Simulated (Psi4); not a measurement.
# PBE/def2-SVP (core potential) run of SnH3Cl (SMILES [Cl][SnH3])

What is the energy change on altering one bond length of SnH3Cl at PBE/def2-SVP (core potential)? 

The results are computed with Psi4 1.11.

12 further runs of the same task are left out: 12 that didn't finish.

## 1. The system as given

SnH3Cl: 5 atoms, total charge 0, spin state singlet. SMILES: `[Cl][SnH3]`. The shape is that of a PBE0-D4/def2-TZVP optimisation.

Bond lengths: Cl1–Sn2 2.334 Å, Sn2–H3 1.700 Å, Sn2–H4 1.700 Å, Sn2–H5 1.700 Å. Angles: Cl1–Sn2–H3 106.1°, Cl1–Sn2–H4 106.1°, Cl1–Sn2–H5 106.1°, H3–Sn2–H4 112.7°, H3–Sn2–H5 112.7°, H4–Sn2–H5 112.7°.

## 2. Energy and forces at PBE/def2-SVP (core potential)

File clh3sn.py:

```python
import psi4

psi4.set_memory(1600000000)
psi4.set_num_threads(1)
psi4.set_output_file('run.log', False)

m = psi4.geometry("""
0 1
Cl    -1.839400     0.332400     1.029900
Sn     0.168900    -0.044500    -0.097500
H     -0.120500     0.362900    -1.722400
H      0.522700    -1.694200     0.111100
H      1.318200     0.969900     0.637400
symmetry c1
""")

psi4.set_options({
    'basis': 'def2-SVP',
    'puream': True,
    'e_convergence': 1e-09,
    'd_convergence': 1e-08,
    'scf_type': 'pk',
    'dft_radial_points': 99,
    'dft_spherical_points': 590,
})

e_tot, wfn = psi4.gradient('pbe', return_wfn=True)
print('gradient / Eh bohr^-1')
print(e_tot.np.round(6))
print(f'energy = {wfn.energy():.10f} Eh')
for k, v in sorted(psi4.core.scalar_variables().items()):
    print(f'{k:45s} {v:18.10f}')
```

The run is started by

```bash
python clh3sn.py
```

run.log:

```text
[...]
    !!!  WARNING: ECP capability is in beta. Please check occupations closely.  !!!
[...]
  Running in c1 symmetry.
[...]
  Nuclear repulsion =  114.226496944951634
[...]
  Multiplicity = 1
[...]
  Nalpha       = 21
  Nbeta        = 21
[...]
    Number of basis functions: 59
[...]
   @RKS iter   1:  -675.88269790644154   -1.16850e+00   5.94679e-03 DIIS/ADIIS
[...]
   @RKS iter  10:  -675.95981896569754   -2.72848e-12   9.91489e-09 DIIS
[...]
    Orbital Energies [Eh]
    ---------------------
    Doubly Occupied:
       1A   -100.615109     2A     -9.150326     3A     -6.979367
       4A     -6.971157     5A     -6.971157     6A     -4.920976
       7A     -3.304844     8A     -3.299641     9A     -3.299641
      10A     -0.971070    11A     -0.965859    12A     -0.965858
      13A     -0.961616    14A     -0.961616    15A     -0.714986
      16A     -0.482930    17A     -0.318565    18A     -0.317833
      19A     -0.317828    20A     -0.257687    21A     -0.257685
[...]
  @RKS Final Energy:  -675.95981896569754
   => Energetics <=
    Nuclear Repulsion Energy =            114.2264969449516343
    One-Electron Energy =               -1241.1713283402673369
    Two-Electron Energy =                 498.1807033796810629
    DFT Exchange-Correlation Energy =     -47.1956909500628896
    Empirical Dispersion Energy =           0.0000000000000000
    VV10 Nonlocal Energy =                  0.0000000000000000
    Total Energy =                       -675.9598189656975364
[...]
 Multipole Moments:
 ------------------------------------------------------------------------------------
     Multipole            Electronic (a.u.)      Nuclear  (a.u.)        Total (a.u.)
 ------------------------------------------------------------------------------------
 L = 1.  Multiply by 2.5417464519 to convert [e a0] to [Debye]
 Dipole X            :         28.3135653          -27.5373017            0.7762636
 Dipole Y            :         -5.3134067            5.1677867           -0.1456201
 Dipole Z            :        -15.8942792           15.4585340           -0.4357452
 Magnitude           :                                                    0.9020334
[...]
  -Total Gradient:
     Atom            X                  Y                   Z
    ------   -----------------  -----------------  -----------------
       1        0.011284640632    -0.002118766089    -0.006335555321
       2       -0.005325050921     0.001016712622     0.002991049730
       3        0.000540759019    -0.001388516153     0.006210235909
       4       -0.001800946745     0.006094686127    -0.000470731013
       5       -0.004704474906    -0.003603570010    -0.002392182297
[...]
```

On the terminal:

```text
gradient / Eh bohr^-1
[[ 0.011285 -0.002119 -0.006336]
 [-0.005325  0.001017  0.002991]
 [ 0.000541 -0.001389  0.00621 ]
 [-0.001801  0.006095 -0.000471]
 [-0.004704 -0.003604 -0.002392]]
energy = -675.9598189657 Eh
CURRENT ENERGY                                   -675.9598189657
CURRENT REFERENCE ENERGY                         -675.9598189657
DD SOLVATION ENERGY                                 0.0000000000
DFT FUNCTIONAL TOTAL ENERGY                      -675.9598189657
DFT TOTAL ENERGY                                 -675.9598189657
DFT VV10 ENERGY                                     0.0000000000
DFT XC ENERGY                                     -47.1956909501
GRID ELECTRONS ALPHA                               21.0000001601
GRID ELECTRONS BETA                                21.0000001601
GRID ELECTRONS TOTAL                               42.0000003202
NUCLEAR REPULSION ENERGY                          114.2264969450
ONE-ELECTRON ENERGY                             -1241.1713283403
PCM POLARIZATION ENERGY                             0.0000000000
PE ENERGY                                           0.0000000000
SCF ITERATION ENERGY                             -675.9598189657
SCF ITERATIONS                                     10.0000000000
SCF TOTAL ENERGY                                 -675.9598189657
TWO-ELECTRON ENERGY                               498.1807033797
XC GRID RADIAL POINTS                              99.0000000000
XC GRID SPHERICAL POINTS                          590.0000000000
XC GRID TOTAL POINTS                           276604.0000000000
```

Run time: 5.7 s. Hardware: 1 thread of AMD EPYC 9R45 (Zen 5), shared host; peak memory 0.65 GiB.

## 3. The distorted shape, same level

File job.dat:

```
memory 1600 mb

molecule {
  Cl    -3.80175291     0.34059479     1.73790742
  Sn    -0.00661593    -0.37164299    -0.39256982
  H     -0.55350267     0.39823143    -3.46318580
  H      0.66196917    -3.48912418     0.00162705
  H      2.49103698     1.83284537     1.20451143
  units bohr
  symmetry c1
  no_reorient
  no_com
}

set {
  basis def2-SVP
  puream true
  e_convergence 1e-09
  d_convergence 1e-08
  scf_type pk
  dft_radial_points 99
  dft_spherical_points 590
}

energy_value, wavefunction = gradient("pbe", return_wfn=True)
oeprop(wavefunction, "MULLIKEN_CHARGES", "WIBERG_LOWDIN_INDICES", "LOWDIN_CHARGES")
```

The run is started by

```bash
psi4 -n 1 job.dat job.out
```

job.out, cut to the lines that bear on the results:

```text
[...]
    !!!  WARNING: ECP capability is in beta. Please check occupations closely.  !!!
[...]
  Running in c1 symmetry.
[...]
  Nuclear repulsion =  113.154314666426629
[...]
  Multiplicity = 1
[...]
  Nalpha       = 21
  Nbeta        = 21
[...]
    Number of basis functions: 59
[...]
   @RKS iter   1:  -675.87154822079685   -1.19679e+00   6.00145e-03 ADIIS/DIIS
[...]
   @RKS iter  11:  -675.95052774932469   -1.13687e-13   2.89148e-09 DIIS
[...]
  @RKS Final Energy:  -675.95052774932469
   => Energetics <=
    Nuclear Repulsion Energy =            113.1543146664266288
    One-Electron Energy =               -1238.9444505278802353
    Two-Electron Energy =                 496.9940400529760609
    DFT Exchange-Correlation Energy =     -47.1544319408472461
    Empirical Dispersion Energy =           0.0000000000000000
    VV10 Nonlocal Energy =                  0.0000000000000000
    Total Energy =                       -675.9505277493246922
[...]
 Multipole Moments:
 ------------------------------------------------------------------------------------
     Multipole            Electronic (a.u.)      Nuclear  (a.u.)        Total (a.u.)
 ------------------------------------------------------------------------------------
 L = 1.  Multiply by 2.5417464519 to convert [e a0] to [Debye]
 Dipole X            :         62.8189374          -62.1758464            0.6430909
 Dipole Y            :          3.3998567           -3.6440817           -0.2442250
 Dipole Z            :        -19.1504981           18.6508428           -0.4996553
 Magnitude           :                                                    0.8502160
[...]
  -Total Gradient:
     Atom            X                  Y                   Z
    ------   -----------------  -----------------  -----------------
       1        0.010494808180    -0.002108832106    -0.006047330556
       2       -0.032084766181    -0.024073035818    -0.015770580067
       3       -0.000037216883    -0.002451206463     0.006403568296
       4       -0.002727345936     0.006146369541    -0.001270028780
       5        0.024351660231     0.022489904815     0.016688971272
[...]
  Mulliken Charges: (a.u.)
   Center  Symbol    Alpha    Beta     Spin     Total
       1    CL     8.63185  8.63185  0.00000 -0.26370
       2    SN    10.77953 10.77953  0.00000  0.44095
       3     H     0.52641  0.52641  0.00000 -0.05281
       4     H     0.52641  0.52641  0.00000 -0.05281
[...]
```

Wall time 5.7 s (1 thread of AMD EPYC 9R45 (Zen 5), shared host); peak memory 0.64 GiB.

## 4. What came out

Level: PBE/def2-SVP (core potential).

| quantity | value |
| --- | --- |
| first shape: total energy | -675.95982 Eh |
| first shape: dipole moment | 2.29 D |
| first shape: HOMO energy | -7.01 eV |
| first shape: LUMO energy | -1.45 eV |
| first shape: HOMO–LUMO gap | 5.56 eV |
| first shape: largest force on an atom | 0.674 eV/Å |
| distorted shape: total energy | -675.95053 Eh |
| distorted shape: dipole moment | 2.16 D |
| distorted shape: HOMO energy | -7.02 eV |
| distorted shape: LUMO energy | -1.73 eV |
| distorted shape: HOMO–LUMO gap | 5.29 eV |
| distorted shape: largest force on an atom | 2.216 eV/Å |
| energy change with the Sn2–H5 bond stretched from 1.700 to 1.955 Å | 0.253 eV |

With the Sn2–H5 bond stretched from 1.700 to 1.955 Å the energy rises by 0.25 eV (5.8 kcal/mol). The first shape isn't relaxed at this level, so the change isn't measured from a minimum. The largest force (first shape) is 0.67 eV/Å: the shape isn't a stationary point for this species at this level. Mulliken charges (distorted shape) run from -0.26 on Cl1 to +0.44 on Sn2.
